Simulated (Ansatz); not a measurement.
**Si (diamond type): how the settings move a single-point run**

How sensitive is a single-point run of Si (diamond type) to its settings? A reference run comes first, then one run with altered input.

Computed with Ansatz 0.2.0 (reference: DFT, PBE, all-electron LAPW, scalar-relativistic, unless a step's input says otherwise).

## (1) The starting structure

The structure is cubic, space group Fd-3m (No. 227). The conventional cell has a = 4.561 Å, b = 4.561 Å, c = 4.561 Å, α = 90.00°, β = 90.00°, γ = 90.00°. Si (site symmetry -43m) is surrounded by 4 Si at 1.98 Å.

Structure file:

```cif
data_structure
_symmetry_space_group_name_H-M 'Fd-3m:1'
_symmetry_Int_Tables_number 227
_cell_length_a 4.5615
_cell_length_b 4.5615
_cell_length_c 4.5615
_cell_angle_alpha 90.000
_cell_angle_beta 90.000
_cell_angle_gamma 90.000
_cell_volume 94.91
loop_
_atom_site_label
_atom_site_type_symbol
_atom_site_symmetry_multiplicity
_atom_site_Wyckoff_symbol
_atom_site_fract_x
_atom_site_fract_y
_atom_site_fract_z
_atom_site_occupancy
Si1 Si 8 b 0.00000 0.50000 0.00000 1
```

## (2) Baseline

The input, input.yaml:

```yaml
crystal:
  lattice:
    - [0.0, 2.280735443, 2.280735443]
    - [2.280735443, 0.0, 2.280735443]
    - [2.280735443, 2.280735443, 0.0]
  atoms:
    - { symbol: Si, position: [-0.125, -0.125, -0.125] }
    - { symbol: Si, position: [0.125, 0.125, 0.125] }
kpoints:
  mp_grid: { grid: [12, 12, 12] }
scf:
  occupations: { method: fermi_dirac, width: 0.08 }
hamiltonian:
  xc: pbe
  pseudopotentials: { kind: all_electron, lapw: { basis_error: 0.001 } }
output:
  forces: true
  stress: true
  eigenvalues: true
  populations: true
```

Run with:

```bash
> ansatz run input.yaml --threads 1 --pin off --max-ram 2048MiB --backend cpu --events-out ev --progress --plain --runs-dir out
```

## (3) Changed: n_extra_bands 8, xc_grid 2

Edit input.yaml of step 2 so:

```diff
@@ -12,2 +12,3 @@
   occupations: { method: fermi_dirac, width: 0.08 }
+  n_extra_bands: 8
 hamiltonian:
@@ -20 +21,3 @@
   populations: true
+basis:
+  xc_grid: 2
```

What does the calculation give? Wanted: for each run, ending; energy change; pressure; gap; force.

As calculated:

```
                          run     ending  energy change  pressure (GPa)  gap (eV)  force (eV/Å)  cycles   time
                    reference  converged              0           140.8      0.00          0.00       6  6.2 s
1: n_extra_bands 8, xc_grid 2  converged   0.0 meV/atom           140.8      0.00          0.00       6    7 s
```

Residual by cycle in the longest SCF loop of each run; runs are numbered as in the table. The quantity is the density residual dr2, in eV.

```
cycle  reference    run 1
    1       1.45     1.45
    2      0.683    0.683
    3    0.00258  0.00251
    4     4.1e-5   4.0e-5
    5     8.4e-6   7.9e-6
    6     6.5e-8   6.2e-8
```

The changed input (band count and numerical grids) leaves the energy the same to the digits printed. The structure is not at rest: the sound run finds 141 GPa, so these are no properties of the relaxed crystal. 
